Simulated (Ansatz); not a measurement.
# Ti: the cost of one run

Computed with Ansatz 0.2.0 (DFT r2SCAN, scalar-relativistic, plane waves, PAW, unless a step's input says otherwise).

## Step 1: The system as given

Symmetry: P6_3/mmc, No. 194, hexagonal system. Conventional cell: a = 2.950 Å, b = 2.950 Å, c = 4.686 Å, α = 90.00°, β = 90.00°, γ = 120.00°. Ti (site symmetry -6m2) is surrounded by 12 Ti at 2.90 to 2.95 Å.

Structure file:

```cif
data_structure
_symmetry_space_group_name_H-M 'P6_3/mmc'
_symmetry_Int_Tables_number 194
_cell_length_a 2.9500
_cell_length_b 2.9500
_cell_length_c 4.6860
_cell_angle_alpha 90.000
_cell_angle_beta 90.000
_cell_angle_gamma 120.000
_cell_volume 35.32
loop_
_atom_site_label
_atom_site_type_symbol
_atom_site_symmetry_multiplicity
_atom_site_Wyckoff_symbol
_atom_site_fract_x
_atom_site_fract_y
_atom_site_fract_z
_atom_site_occupancy
Ti1 Ti 2 c 0.33333 0.66667 0.25000 1
```

No relaxation comes first: the listed cell is the starting point.

## Step 2: Zero of energy

The reference gives a free energy of -5008.7441 eV, pressure -2.26 GPa, largest force 0.000 eV/Å and gap on the mesh none (metal). It was computed beforehand with the settings of the runs below.

## Step 3: Setting up an energy map of one atom

Atom 1 (Ti) is moved by p along (0.000, 1.000, 0.000) and q along (0.000, 0.000, 1.000) (Å), all else fixed; its images in the other cells move with it. Points alike by symmetry are run once.

## Step 4: Point p = -0.450, q = -0.450

Input file input.yaml:

```yaml
crystal:
  lattice:
    - [2.9499978604, 0.0, 0.0]
    - [-1.4749989302, 2.5547730882, 0.0]
    - [0.0, 0.0, 4.686]
  atoms:
    - { symbol: Ti, position: [0.2452628894, 0.4905257788, 0.1539692702] }
    - { symbol: Ti, position: [0.6666666667, 0.3333333333, 0.75] }
basis:
  ecutwfc: 500
kpoints:
  mp_grid: { grid: [18, 18, 10] }
hamiltonian:
  xc: r2scan
scf:
  occupations: { method: gaussian, width: 0.15 }
output:
  forces: true
  stress: true
  eigenvalues: true
```

Command:

```sh
$ ansatz run input.yaml --threads 1 --pin off --max-ram 2560MiB --backend cpu --events-out ev --progress --plain --runs-dir out
```

**Question.** How long does this run take on 1 thread of AMD EPYC (Zen 3), shared host, and how much memory does it need?

About 78 s, with a peak of 0.86 GiB.
